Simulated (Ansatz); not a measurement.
# NiPt: the cost of one run

Method: DFT PBEsol, scalar-relativistic, plane waves, PAW, in Ansatz 0.2.0.

**1. The structure to begin with**

The structure is trigonal, space group R-3m (No. 166). Conventional cell: a = 2.707 Å, b = 2.707 Å, c = 12.689 Å, α = 90.00°, β = 90.00°, γ = 120.00°. Ni (site symmetry -3m) has 6 Pt at 2.63 Å and 6 Ni at 2.71 Å as nearest neighbours. Pt (site symmetry -3m) is surrounded by 6 Ni at 2.63 Å and 6 Pt at 2.71 Å.

Coordinates:

```cif
data_structure
_symmetry_space_group_name_H-M 'P 1'
_symmetry_Int_Tables_number 1
_cell_length_a 2.7072
_cell_length_b 2.7072
_cell_length_c 4.5092
_cell_angle_alpha 72.531
_cell_angle_beta 72.531
_cell_angle_gamma 60.000
_cell_volume 26.85
loop_
_atom_site_label
_atom_site_type_symbol
_atom_site_fract_x
_atom_site_fract_y
_atom_site_fract_z
_atom_site_occupancy
Ni1 Ni 0.00000 0.00000 0.00000 1
Pt1 Pt 0.50000 0.50000 0.50000 1
```

The structure comes from the Materials Project (structure only).

**2. Ground state at the listed geometry**

Contents of input.yaml:

```yaml
crystal:
  lattice:
    - [-1.3535998424, 2.3445037002, 0.0]
    - [-2.7071996848, 0.0, 0.0]
    - [-1.3535998424, 0.7815012334, 4.2296453483]
  atoms:
    - { symbol: Ni, position: [0.0, 0.0, 0.0], spin: -2.0 }
    - { symbol: Pt, position: [0.5, 0.5, 0.5] }
magnetization:
  spin_polarized: true
basis:
  ecutwfc: 420
  fft_grid_basis: typed
kpoints:
  mp_grid: { grid: [15, 15, 14] }
hamiltonian:
  xc: pbesol
  pseudopotentials: { kind: paw }
scf:
  occupations: { method: gaussian, width: 0.05 }
output:
  forces: true
  stress: true
  eigenvalues: true
  bader: true
  write_density: true
  volumetric_format: npy
  populations: true
  elf: true
```

The run is started by

```
ansatz run input.yaml --threads 2 --pin off --max-ram 4096MiB --backend cpu --events-out ev --progress --plain --runs-dir out
```

What time and memory should one allow on 2 threads of Arm Neoverse N1, shared host?

About 94 s, with a peak of 0.97 GiB.
